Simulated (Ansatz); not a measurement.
# HfC (singlet): the correlation ladder, def2-SVP

One table from this session's results is given with a row withheld; the runs are named, their logs left out.

Computed with Ansatz 0.2.0, Gaussian basis. Level: def2-SVP, core rule «outside noble gas», up to 5 orbitals frozen.

The runs, in order: UHF; CCSD(T) on RHF; CCSD(T) on UHF; CISD; CCSDT(Q) on RHF; CCSDT(Q) on UHF; CCSDTQ on RHF.

17 further runs of the same task are left out: 11 for a known fault of the program, 6 set aside as unsound or not needed.

## The system

The geometry is a PBE0/def2-TZVP stationary point (not a proven minimum) of the parent state, kept for this charge and spin. No spin-orbit coupling is included. Elements past krypton take def2 core potentials.

2 atoms, charge 0, spin multiplicity 1.

Atoms are counted from 1 here; the program's logs count them from 0.

Bond lengths: Hf1–C2 1.798 Å.

The first run:

File in.yaml:

```yaml
crystal:
  periodic: [false, false, false]
  atoms:
    - {symbol: Hf, position_ang: [0.000000, 0.000000, 0.000000]}
    - {symbol: C, position_ang: [0.000000, 0.000000, 1.798320]}
basis:
  gaussian: {orbitals: def2-SVP}
magnetization: {spin_polarized: true, initial_magnetization: 0}
hamiltonian: {xc: hf}
output: {orbitals: {seedname: orbitals}}
```

Started as:

```bash
> ansatz run in.yaml --threads 1 --pin off --events-out ev --progress --plain --max-ram 4096MiB --backend cpu
```

Steps of the session up to this table: UHF; CCSD(T) on RHF; CCSD(T) on UHF; CISD; CCSDT(Q) on RHF; CCSDT(Q) on UHF; CCSDTQ on RHF.

One of the session's tables, all rows but one given; the rest of the session is left out.

| method | from RCCSDT(Q) (kcal/mol) |
| --- | --- |
| RHF | +173.55 |
| UHF | ? |
| RMP2 | +45.96 |
| UMP2 | +36.63 |
| RCCSD | +25.43 |
| UCCSD | +17.15 |
| RCCSD(T) | -54.63 |
| UCCSD(T) | +9.50 |
| RCCSDT | +11.33 |
| UCCSDT | +7.87 |
| RCCSDT(Q) | 0 |
| UCCSDT(Q) | +6.79 |
| RCCSDTQ | +9.96 |

**Question.** Estimate the row for UHF.

The run gave: from RCCSDT(Q) (kcal/mol): +137.48. In the column «from RCCSDT(Q) (kcal/mol)» it lies between RMP2 (+45.96) and RHF (+173.55).

Not comparable, so not listed: CISD (they don't share determinant, frozen orbitals or solution with the rows shown, or repeat one).

Limits of these values: The determinant is far from a pure spin state, so its energy mixes those of several spin states (harmless only where they are near-degenerate, as at dissociation). The report flags that the cluster equations may have other roots. The program flags RCCSD(T), RCCSDT(Q), RCCSDTQ as in doubt, so the zero of the table is itself unsure. Warnings: restricted reference is unstable; spin contamination; large T1 diagnostic. Restricted and unrestricted rows rest on different reference determinants; where their highest levels disagree by more than a few hundredths of an eV, they describe different states and don't form one ladder.
